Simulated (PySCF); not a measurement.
# C7H8: the cost of one run

Computed with PySCF 2.14.0 and routines of our own; the level stands in each step. Atoms count from 0.

## 1. The system as given

15 atoms, charge 0, multiplicity 1; geometry from: GFN2-xTB.

## 2. Geometry optimisation at PBE0-D3(BJ)/def2-SVP

The job: settings as JSON, then the geometry in Å.

```
{"job": {"xc": "PBE0", "basis": "def2-SVP", "d3": "d3bj", "grid": 2, "kind": "geom"}, "charge": 0, "multiplicity": 1}
C     -3.536282     0.181189     0.239488
C     -2.470747    -0.866470     0.147400
C     -1.203646    -0.610520    -0.040173
C      0.023504    -0.337234    -0.218839
C      1.252609    -0.081727    -0.409859
C      2.518442     0.188786    -0.585084
C      3.492798     0.419863     0.527630
H     -3.112791     1.177097     0.134843
H     -4.279960     0.029201    -0.543784
H     -4.047382     0.111791     1.200523
H     -2.801488    -1.894173     0.245676
H      2.920051     0.252396    -1.589934
H      3.937516     1.411652     0.435780
H      4.299179    -0.312829     0.475042
H      3.003783     0.338968     1.495274
```

Run with:

```console
$ OMP_NUM_THREADS=1 python excited_run.py task.json out
```

One launch serves the whole session: the jobs run in the order shown.

**Question.** How long does this first job take on 1 thread of Arm Neoverse V2, shared host, and how much memory does it need?

About 28 s, with a peak of 0.71 GiB.
